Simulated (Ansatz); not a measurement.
Geometry optimisation, Ansatz 0.2.0, DFT PBE-D3(BJ), scalar-relativistic, plane waves, PAW.

Input:

```yaml
crystal:
  lattice:
    - [5.833189, 0.0, 0.0]
    - [0.0, 5.678872, 0.0]
    - [0.0, 0.0, 15.209741]
  atoms:
    - { symbol: W, position: [0.0, 0.0, 0.0657473] }
    - { symbol: C, position: [0.5, 0.25, 0.1764591] }
    - { symbol: W, position: [0.25, 0.0, 0.2318149] }
    - { symbol: C, position: [0.25, 0.25, 0.3425266] }
    - { symbol: W, position: [0.0, 0.5, 0.0657473] }
    - { symbol: C, position: [0.5, 0.75, 0.1764591] }
    - { symbol: W, position: [0.25, 0.5, 0.2318149] }
    - { symbol: C, position: [0.25, 0.75, 0.3425266] }
    - { symbol: W, position: [0.5, 0.0, 0.0657473] }
    - { symbol: C, position: [1.0, 0.25, 0.1764591] }
    - { symbol: W, position: [0.75, 0.0, 0.2318149] }
    - { symbol: C, position: [0.75, 0.25, 0.3425266] }
    - { symbol: W, position: [0.5, 0.5, 0.0657473] }
    - { symbol: C, position: [1.0, 0.75, 0.1764591] }
    - { symbol: W, position: [0.75, 0.5, 0.2318149] }
    - { symbol: C, position: [0.75, 0.75, 0.3425266] }
    - { symbol: Si, position: [0.9302876, 0.4087654, 0.4286556] }
basis:
  ecutwfc: 420.0
kpoints:
  mp_grid: { grid: [4, 4, 1] }
hamiltonian:
  xc: pbe
  dispersion: d3bj
  pseudopotentials: { kind: paw, azcp: { folder: soft_1 } }
scf:
  occupations: { method: gaussian, width: 0.05 }
  lower_state_search: "off"
relax:
  f_tol: 0.03
  max_steps: 60
  adjacent_minimum: "off"
  constraints: [{ sites: [0, 4, 8, 12] }]
```

Launched with:

```bash
$ ansatz run input.yaml --threads 4 --pin off --max-ram 10240MiB --backend cpu --events-out ev --progress --plain --runs-dir out
```

Question: Where does it end, and by what steps?

Answer: It converged. Limits of this set-up: coarse k mesh, thin slab, slab without dipole correction, a typed lattice constant that wasn't relaxed here. After 19 steps the energy has fallen by 7.045 eV; C16 moved furthest, 1.19 Å. Joined: C4–Si17 (2.45 → 1.82 Å), W7–C16 (3.65 → 2.58 Å), W7–Si17 (3.57 → 2.88 Å), C8–W11 (3.65 → 2.60 Å), C8–C16 (2.92 → 1.32 Å), C16–Si17 (2.56 → 1.87 Å).

```json
{"step": "0", "energy less start (eV)": "0.0000", "largest force component (eV/Å)": "3.169", "accepted": "yes"}
{"step": "1", "energy less start (eV)": "-1.5789", "largest force component (eV/Å)": "2.665", "accepted": "yes"}
{"step": "2", "energy less start (eV)": "-2.7805", "largest force component (eV/Å)": "1.897", "accepted": "yes"}
{"step": "3", "energy less start (eV)": "-3.5294", "largest force component (eV/Å)": "1.672", "accepted": "yes"}
{"step": "4", "energy less start (eV)": "-3.9631", "largest force component (eV/Å)": "0.854", "accepted": "yes"}
{"step": "5", "energy less start (eV)": "-4.1428", "largest force component (eV/Å)": "0.686", "accepted": "yes"}
{"step": "6", "energy less start (eV)": "-4.2777", "largest force component (eV/Å)": "0.555", "accepted": "yes"}
{"step": "7", "energy less start (eV)": "-4.5168", "largest force component (eV/Å)": "1.491", "accepted": "yes"}
{"step": "8", "energy less start (eV)": "-5.1843", "largest force component (eV/Å)": "2.493", "accepted": "yes"}
{"step": "9", "energy less start (eV)": "-5.7767", "largest force component (eV/Å)": "1.896", "accepted": "yes"}
{"step": "10", "energy less start (eV)": "-6.1552", "largest force component (eV/Å)": "1.071", "accepted": "yes"}
{"step": "11", "energy less start (eV)": "-6.4345", "largest force component (eV/Å)": "1.055", "accepted": "yes"}
{"step": "12", "energy less start (eV)": "-6.6723", "largest force component (eV/Å)": "0.617", "accepted": "yes"}
{"step": "13", "energy less start (eV)": "-6.8106", "largest force component (eV/Å)": "1.230", "accepted": "yes"}
{"step": "14", "energy less start (eV)": "-6.9555", "largest force component (eV/Å)": "0.725", "accepted": "yes"}
{"step": "15", "energy less start (eV)": "-7.0186", "largest force component (eV/Å)": "0.281", "accepted": "yes"}
{"step": "16", "energy less start (eV)": "-7.0217", "largest force component (eV/Å)": "0.318", "accepted": "yes"}
{"step": "17", "energy less start (eV)": "-7.0434", "largest force component (eV/Å)": "0.077", "accepted": "yes"}
{"step": "18", "energy less start (eV)": "-7.0448", "largest force component (eV/Å)": "0.078", "accepted": "yes"}
{"step": "19", "energy less start (eV)": "-7.0451", "largest force component (eV/Å)": "0.026", "accepted": "yes"}
```

```xyz
17
Lattice="5.8332 0.0000 0.0000 0.0000 5.6789 0.0000 0.0000 0.0000 15.2097" Properties=species:S:1:pos:R:3
W 0.000 0.000 1.000
C 2.934 1.428 2.571
W 1.489 0.060 3.488
C 1.431 1.548 5.008
W 0.000 2.839 1.000
C 2.910 4.255 2.650
W 1.387 2.882 3.515
C 0.543 4.642 4.850
W 2.917 0.000 1.000
C 5.829 1.426 2.560
W 4.397 -0.048 3.474
C 4.250 1.272 4.966
W 2.917 2.839 1.000
C 5.796 4.259 2.505
W 4.355 2.786 3.484
C 5.450 3.755 5.178
Si 5.676 1.998 5.779
```

Whether the end is a true minimum wasn't checked by a vibrational analysis.

Run time: 2.6 min on 4 threads of Arm Neoverse V2, on a shared host, peak memory 1.3 GiB.
